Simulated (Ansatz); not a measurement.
Run this with Ansatz 0.2.0 through its Python package and show what comes out.

`lah3.py`:
```python
"""Single point of LaH3 through the engine session."""

import ansatz as az
import numpy as np

deck = {
    "crystal": {
        "lattice": [
            [0.0, 2.786479, 2.786479],
            [2.786479, 0.0, 2.786479],
            [2.786479, 2.786479, 0.0],
        ],
        "atoms": [
            {"symbol": "La", "position": [0.0, 0.0, 0.0]},
            {"symbol": "H", "position": [0.5, 0.5, 0.5]},
            {"symbol": "H", "position": [0.75, 0.75, 0.75]},
            {"symbol": "H", "position": [0.25, 0.25, 0.25]},
        ],
    },
    "kpoints": {"mp_grid": {"kspacing": 0.3}},
    "hamiltonian": {"xc": "pbesol"},
    "scf": {"occupations": {"method": "cold", "width": 0.15}},
    "output": {"forces": True},
    "accuracy": "medium",
}

outcome = az.Session.from_dict(deck).plan(threads=1).execute()
r = outcome.report

print(f"free energy      {r['free_energy_ev']:.5f} eV")
print(f"per atom         {r['free_energy_ev'] / len(outcome.lattice.sites):.5f} eV")
print(f"SCF iterations   {r['n_iterations']}  (converged: {r['converged']})")

# forces in eV per angstrom
forces = np.array(r["forces_ev_ang"])
norms = np.linalg.norm(forces, axis=1)
print("largest force {:.4f} eV/A on atom {}".format(norms.max(), norms.argmax()))
print(np.array2string(forces, precision=4, suppress_small=True))
```

```console
$ python lah3.py
DeckWarning: basis.ecutwfc = 420 eV, auto-derived from the records' recommended cutoffs: set by La (normal level)
free energy      -6210.66981 eV
per atom         -1552.66745 eV
SCF iterations   6  (converged: True)
largest force 0.0000 eV/A on atom 3
[[-0.  0. -0.]
 [ 0.  0.  0.]
 [ 0. -0. -0.]
 [-0.  0.  0.]]
```
(Warnings from the package without file and line, repeats left out.)

Notes:
- The settings weren't tested for convergence.
- The mesh is modest for a metal, so energies can be off by several to tens of meV an atom and pressures by half a GPa or more; differences at equal mesh fare better.
- The structure comes from a database of computed cells and needn't be a stable or known phase.
- Timing: 1.3 s on 1 thread of Intel(R) Xeon(R) Platinum 8488C (Sapphire Rapids), on a shared host, peak memory 0.38 GiB.

(Lines on the test bed's own set-up are left out of the output.)
